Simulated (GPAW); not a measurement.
**CrO3 (chromic anhydride) at LDA (PW92)/sz(dzp) (scalar-relativistic datasets)**

We compute ionisation energies of CrO3 (chromic anhydride). The job is set up through an ASE script.

Program for the calculation: GPAW 26.7.0.

3 further runs of the same task are left out: 1 that didn't finish, 2 set aside as unsound or not needed.

## Step 1: The structure to begin with

The species is CrO3 (4 atoms), meant as a singlet with charge 0. SMILES: `[O]=[Cr](=[O])=[O]`. Geometry: a GFN2-xTB relaxation, a rough one for these elements and not checked as a minimum.

Bond lengths: O1–Cr2 1.558 Å, Cr2–O3 1.558 Å, Cr2–O4 1.558 Å. Angles: O1–Cr2–O3 112.0°, O1–Cr2–O4 111.9°, O3–Cr2–O4 112.0°.

## Step 2: Ionisation energies at LDA (PW92)/sz(dzp) (scalar-relativistic datasets)

Input file CrO3.xyz:

```xyz
4

O     -1.142520    -0.593330     0.760790
Cr     0.046860     0.254560     0.218400
O      1.374790    -0.560010     0.182860
O     -0.279120     0.898790    -1.162050
```

Input file run.py:

```python
from ase.io import read
from gpaw import GPAW

atoms = read('CrO3.xyz')
atoms.center(vacuum=4.5)

energies = {}
for name, charge, unpaired in [('neutral', 0, 0), ('oxidised', 1, 1)]:
    atoms.set_initial_magnetic_moments([unpaired / len(atoms)] * len(atoms))
    gpaw_calc = GPAW(mode='lcao',
                     maxiter=100,
                     occupations={'name': 'fermi-dirac', 'width': 0.01, 'fixmagmom': unpaired > 0},
                     charge=charge,
                     h=0.25,
                     symmetry='off',
                     xc='LDA',
                     basis='sz(dzp)',
                     txt='-')
    atoms.calc = gpaw_calc
    energies[name] = atoms.get_potential_energy()
    print(f'{name:10} {energies[name]:12.5f} eV')

ip = energies['oxidised'] - energies['neutral']
print(f'Vertical IP = {ip:.3f} eV')
```

Command:

```console
$ OMP_NUM_THREADS=1 python run.py
```

The program printed:

```text
__  _  _
 | _ |_)|_||  |
 |__||  | ||/\| - 26.7.0

units:  Angstrom and eV
cores:  1
OpenMP: False

Versions:
  Python: 3.12.14
  ASE:    3.29.0
  Numpy:  2.5.5
  Scipy:  1.18.1
  Libxc:  7.0.0

        _gpaw.cpython-312-aarch64-linux-gnu.so

Input parameters:
  mode=LCAO(),
  basis={'default': 'sz(dzp)'},
  charge=0.0,
  h=0.25,
  maxiter=100,
  occupations=Occupations(name='fermi-dirac', width=0.01, fixmagmom=False),
  symmetry=Symmetry(point_group=False, time_reversal=False),
  xc=XC(name='LDA')
       .---------------------------.
      /|                           |
     / |                           |
    /  |                           |
   /   |                           |
  /    |                           |
 *     |                           |
 |     |                           |
 |     |                           |
 |     |       O  Cr O             |
 |     |         O                 |
 |     |                           |
 |     |                           |
 |     .---------------------------.
 |    /                           /
 |   /                           /
 |  /                           /
 | /                           /
 |/                           /
 *---------------------------*

Atoms  # Å, Bohr magnetons
|   | symbol |        x |        y |        z |    initial magnetic moments |
|---|--------|----------|----------|----------|-----------------------------|
| 0 |      O | 4.500000 | 4.500000 | 6.422840 | ( 0.0000,  0.0000,  0.0000) |
| 1 |     Cr | 5.689380 | 5.347890 | 5.880450 | ( 0.0000,  0.0000,  0.0000) |
| 2 |      O | 7.017310 | 4.533320 | 5.844910 | ( 0.0000,  0.0000,  0.0000) |
| 3 |      O | 5.363400 | 5.992120 | 4.500000 | ( 0.0000,  0.0000,  0.0000) |

Unit cell  # Å
| periodic |         x |         y |         z |   lengths |    angles |
|----------|-----------|-----------|-----------|-----------|-----------|
|       no | 11.517310 |  0.000000 |  0.000000 | 11.517310 | 90.000000 |
|       no |  0.000000 | 10.492120 |  0.000000 | 10.492120 | 90.000000 |
|       no |  0.000000 |  0.000000 | 10.922840 | 10.922840 | 90.000000 |

Number of symmetries: 1
Symmetry operations  # r_c * U_cc + t_c -> r_c
|   | kind |            matrix            |
|---|------|------------------------------|
| 0 |  E   |  1, 0, 0,  0, 1, 0,  0, 0, 1 |

BZ-sampling:
  Number of BZ points: 1
  Number of IBZ points: 1

  Monkhorst-Pack size: [1, 1, 1]
  Monkhorst-Pack shift: [0, 0, 0]

K-points  # in reciprocal-cell coordinates
|   |                                coordinates |     weight |
|---|--------------------------------------------|------------|
| 0 | (  0.00000000,   0.00000000,   0.00000000) | 1.00000000 |

basis functions: 18
Spin-components: 1 (collinear spins)
Bands:           18
Projectors:      21
Spin-degeneracy: 2
Datatype:        <class 'float'>

  Storage: CPU
  Wave functions: 2_592 bytes (2_592 per core)

Parallelization:
  kpt:    1
  domain: 1
  band:   1

Density:
  Valence electrons: 24.0
  Components: 1
  Grid points: [48 40 44]
  Charge: 0.0  # |e|

Potential:
  Grid points: [48 40 44]

species:
  O:
    name:    Oxygen
    Z:       8.0
    valence: 6
    core:    2
    charge:  0.0  # [|e|]
    file:    O.LDA.gz
    compensation charges:
      type: gauss
      rc: 0.21  # [Å]
      lmax: 2
    cutoffs:
      filter: 1.17  # [Å]
      core: 0.83  # [Å]
    projectors
    | kind |    occ | energy [eV] | rcut [Å] |
    |------|--------|-------------|----------|
    |   2s |  2.000 |     -23.752 |    0.688 |
    |   2p |  4.000 |      -9.195 |    0.598 |
    |    s |        |       3.459 |    0.688 |
    |    p |        |      18.016 |    0.598 |
    |    d |        |       0.000 |    0.619 |

    LCAO basis set for O:
      Name: sz(dzp)
      File: O.dzp.basis.gz
      Number of radial functions: 2
      Number of spherical harmonics: 4
        l=0, rc=4.3438 Bohr: 2s-sz confined orbital
        l=1, rc=5.3906 Bohr: 2p-sz confined orbital
      Number of RI-basis functions 0

  Cr:
    name:    Chromium
    Z:       24.0
    valence: 6
    core:    18
    charge:  0.0  # [|e|]
    file:    Cr.LDA.gz
    compensation charges:
      type: gauss
      rc: 0.35  # [Å]
      lmax: 2
    cutoffs:
      filter: 2.14  # [Å]
      core: 3.04  # [Å]
    projectors
    | kind |    occ | energy [eV] | rcut [Å] |
    |------|--------|-------------|----------|
    |   4s |  1.000 |      -4.191 |    1.164 |
    |   4p |  0.000 |      -1.079 |    1.217 |
    |   3d |  5.000 |      -3.128 |    1.111 |
    |    s |        |      23.021 |    1.164 |
    |    p |        |      26.132 |    1.217 |
    |    d |        |      24.083 |    1.111 |

    LCAO basis set for Cr:
      Name: sz(dzp)
      File: Cr.dzp.basis.gz
      Number of radial functions: 2
      Number of spherical harmonics: 6
        l=0, rc=9.8906 Bohr: 4s-sz confined orbital
        l=2, rc=6.6406 Bohr: 3d-sz confined orbital
      Number of RI-basis functions 0

Reference energy: -34610.407567  # eV

eigensolver:
  <gpaw.new.lcao.eigensolver.LCAOEigensolver object at 0xf5b7534bf980>
density mixing:
  MSR1-Mixer
  Pratt-step length: 0.05
  Maximum mixing coefficient: 0.75
  Old densities: 10
  SVD Regularization: 0.005
  Good broyden scale: 1.0
  Trust region scale: 1.0
  Backstep threshold: 4.0
  History deletion threshold: 6.0
  Fourier metric: weight=20.0, sigma=0.015

occupation numbers:
  Fermi-Dirac:
    width: 0.0100  # eV

FastPoissonSolver using
    Stencil: 6*3+1=19 point O(h^6) finite-difference Laplacian
    FFT axes: []
    FST axes: [np.int64(1), np.int64(2), np.int64(0)]

xc functional:
  name: None
interpolation: tri-quintic # 5. degree polynomial

       .---------------------------.
[... 49 lines left out ...]
|   |                                coordinates |     weight |
[... 93 lines left out ...]
Reference energy: -34610.407567  # eV
[... 13 lines left out ...]
  Fourier metric: weight=20.0, sigma=0.015
[... 16 lines left out ...]
convergence criteria:
- Maximum [total energy] change in last 3 cyles: 0.0005 eV / valence electron
[... 14 lines left out ...]
Converged in 12 steps
[... 12 lines left out ...]
  Free energy:     -20.928554
[... 2 lines left out ...]
dipole moment: (0.094274, 0.496268, 0.426934)  # |e|*Ang
[... 102 lines left out ...]
|   |                                coordinates |     weight |
[... 93 lines left out ...]
Reference energy: -34610.407567  # eV
[... 13 lines left out ...]
  Fourier metric: weight=20.0, sigma=0.015
[... 36 lines left out ...]
Atoms  # Å, Bohr magnetons
|   | symbol |        x |        y |        z |    initial magnetic moments |
|---|--------|----------|----------|----------|-----------------------------|
| 0 |      O | 4.500000 | 4.500000 | 6.422840 | ( 0.0000,  0.0000,  0.2500) |
| 1 |     Cr | 5.689380 | 5.347890 | 5.880450 | ( 0.0000,  0.0000,  0.2500) |
| 2 |      O | 7.017310 | 4.533320 | 5.844910 | ( 0.0000,  0.0000,  0.2500) |
| 3 |      O | 5.363400 | 5.992120 | 4.500000 | ( 0.0000,  0.0000,  0.2500) |

Unit cell  # Å
| periodic |         x |         y |         z |   lengths |    angles |
|----------|-----------|-----------|-----------|-----------|-----------|
|       no | 11.517310 |  0.000000 |  0.000000 | 11.517310 | 90.000000 |
|       no |  0.000000 | 10.492120 |  0.000000 | 10.492120 | 90.000000 |
|       no |  0.000000 |  0.000000 | 10.922840 | 10.922840 | 90.000000 |

Number of symmetries: 1
Symmetry operations  # r_c * U_cc + t_c -> r_c
|   | kind |            matrix            |
|---|------|------------------------------|
| 0 |  E   |  1, 0, 0,  0, 1, 0,  0, 0, 1 |

BZ-sampling:
  Number of BZ points: 1
  Number of IBZ points: 1

  Monkhorst-Pack size: [1, 1, 1]
  Monkhorst-Pack shift: [0, 0, 0]

K-points  # in reciprocal-cell coordinates
|   |                                coordinates |     weight |
|---|--------------------------------------------|------------|
| 0 | (  0.00000000,   0.00000000,   0.00000000) | 1.00000000 |

basis functions: 18
Spin-components: 2 (collinear spins)
Bands:           18
Projectors:      21
Spin-degeneracy: 1
Datatype:        <class 'float'>

  Storage: CPU
  Wave functions: 5_184 bytes (5_184 per core)

Parallelization:
  kpt:    1
  domain: 1
  band:   1

Density:
  Valence electrons: 24.0
  Components: 2
  Grid points: [48 40 44]
  Charge: 1.0  # |e|

Potential:
  Grid points: [48 40 44]

species:
  O:
    name:    Oxygen
    Z:       8.0
    valence: 6
    core:    2
    charge:  0.0  # [|e|]
    file:    O.LDA.gz
    compensation charges:
      type: gauss
      rc: 0.21  # [Å]
      lmax: 2
    cutoffs:
      filter: 1.17  # [Å]
      core: 0.83  # [Å]
    projectors
    | kind |    occ | energy [eV] | rcut [Å] |
    |------|--------|-------------|----------|
    |   2s |  2.000 |     -23.752 |    0.688 |
    |   2p |  4.000 |      -9.195 |    0.598 |
    |    s |        |       3.459 |    0.688 |
    |    p |        |      18.016 |    0.598 |
    |    d |        |       0.000 |    0.619 |

    LCAO basis set for O:
      Name: sz(dzp)
      File: O.dzp.basis.gz
      Number of radial functions: 2
      Number of spherical harmonics: 4
        l=0, rc=4.3438 Bohr: 2s-sz confined orbital
        l=1, rc=5.3906 Bohr: 2p-sz confined orbital
      Number of RI-basis functions 0

  Cr:
    name:    Chromium
    Z:       24.0
    valence: 6
    core:    18
    charge:  0.0  # [|e|]
    file:    Cr.LDA.gz
    compensation charges:
      type: gauss
      rc: 0.35  # [Å]
      lmax: 2
    cutoffs:
      filter: 2.14  # [Å]
      core: 3.04  # [Å]
    projectors
    | kind |    occ | energy [eV] | rcut [Å] |
    |------|--------|-------------|----------|
    |   4s |  1.000 |      -4.191 |    1.164 |
    |   4p |  0.000 |      -1.079 |    1.217 |
    |   3d |  5.000 |      -3.128 |    1.111 |
    |    s |        |      23.021 |    1.164 |
    |    p |        |      26.132 |    1.217 |
    |    d |        |      24.083 |    1.111 |

    LCAO basis set for Cr:
      Name: sz(dzp)
      File: Cr.dzp.basis.gz
      Number of radial functions: 2
      Number of spherical harmonics: 6
        l=0, rc=9.8906 Bohr: 4s-sz confined orbital
        l=2, rc=6.6406 Bohr: 3d-sz confined orbital
      Number of RI-basis functions 0

Reference energy: -34610.407567  # eV

eigensolver:
  <gpaw.new.lcao.eigensolver.LCAOEigensolver object at 0xf5b7410088c0>
density mixing:
  MSR1-Mixer
  Pratt-step length: 0.05
  Maximum mixing coefficient: 0.75
  Old densities: 10
  SVD Regularization: 0.005
  Good broyden scale: 1.0
  Trust region scale: 1.0
  Backstep threshold: 4.0
  History deletion threshold: 6.0
  Fourier metric: weight=20.0, sigma=0.015

occupation numbers:
  Fixed magnetic moment: 1.000
  Fermi-Dirac:
    width: 0.0100  # eV

FastPoissonSolver using
    Stencil: 6*3+1=19 point O(h^6) finite-difference Laplacian
    FFT axes: []
    FST axes: [np.int64(1), np.int64(2), np.int64(0)]

xc functional:
  name: None
interpolation: tri-quintic # 5. degree polynomial

Initialization done in: 1.221 s

convergence criteria:
- Maximum [total energy] change in last 3 cyles: 0.0005 eV / valence electron
- Maximum integral of absolute [dens]ity change: 0.0001 electrons / valence electron
- Maximum integral of absolute [eigenst]ate change: 4e-08 eV^2 / valence electron
maximum number of iterations: 100

SCF iterations
|iter     |     time |      energy | eigst |  dens |  magmom |
|---------|----------|-------------|-------|-------|---------|
|iter:   1| 00:00:03 |  -17.064958 |      c|       |  +0.9967|
|iter:   2| 00:00:03 |  -13.137775 |      c| -0.56 |  +0.9968|
|iter:   3| 00:00:04 |  -10.504825 |      c| -0.66 |  +0.9979|
[... 10 lines of this table left out ...]
|iter:  14| 00:00:06 |   -9.166963c|      c| -4.29c|  +1.0001|

Converged in 14 steps
SCF loop duration: 2.598 s (0.186 s/step)
Energy contributions relative to reference atoms: (reference = -34610.407567)

Energy contributions:
  Kinetic:         -47.560170
  Coulomb:          37.925627
  Zero:              2.697355
  External:          0.000000
  Xc:               -2.229775
  Entropy:          -0.000000
  Spinorbit:         0.000000
  ----------------------------
  Free energy:      -9.166963
  Extrapolated:     -9.166963

dipole moment: (5.726988, 5.546316, 6.056938)  # |e|*Ang

Total magnetic moment: (0.000000, 0.000000, 1.000119)

Local magnetic moments
|        x |        y |         z |
|----------|----------|-----------|
| 0.000000 | 0.000000 |  0.231189 |  # O    0
| 0.000000 | 0.000000 | -0.206269 |  # Cr   1
| 0.000000 | 0.000000 |  0.228749 |  # O    2
| 0.000000 | 0.000000 |  0.229009 |  # O    3

Fermi levels: -16.594, -16.990
Eigenvalues  # (at kpt = [0.000, 0.000, 0.000])
| band index |      eig [eV] | occ [0-1] |      eig [eV] | occ [0-1] |
|------------|---------------|-----------|---------------|-----------|
|          0 |       -33.745 |     1.000 |       -33.179 |     1.000 |
|        ... |               |           |               |           |
|          4 |       -20.694 |     1.000 |       -20.347 |     1.000 |
|          5 |       -19.810 |     1.000 |       -19.633 |     1.000 |
|          6 |       -19.804 |     1.000 |       -19.626 |     1.000 |
[... 10 lines of this table left out ...]
|         17 |        -6.290 |     0.000 |        -6.192 |     0.000 |

Gap: 0.747 eV
Transition (v -> c):
  (s=1, k=0, n=10, [0.00, 0.00, 0.00]) -> (s=1, k=0, n=11, [0.00, 0.00, 0.00])
No difference between direct/indirect transitions
vacuum-level: 0.000  # V
oxidised       -9.16696 eV
Vertical IP = 11.762 eV
```

Wall time 6.5 s (1 thread of Arm Neoverse V2, shared host); peak memory 0.4 GiB.

## Step 3: Summary of results

Level: LDA (PW92)/sz(dzp) (scalar-relativistic datasets).

| quantity | value |
| --- | --- |
| first ionisation energy | 11.76 eV |
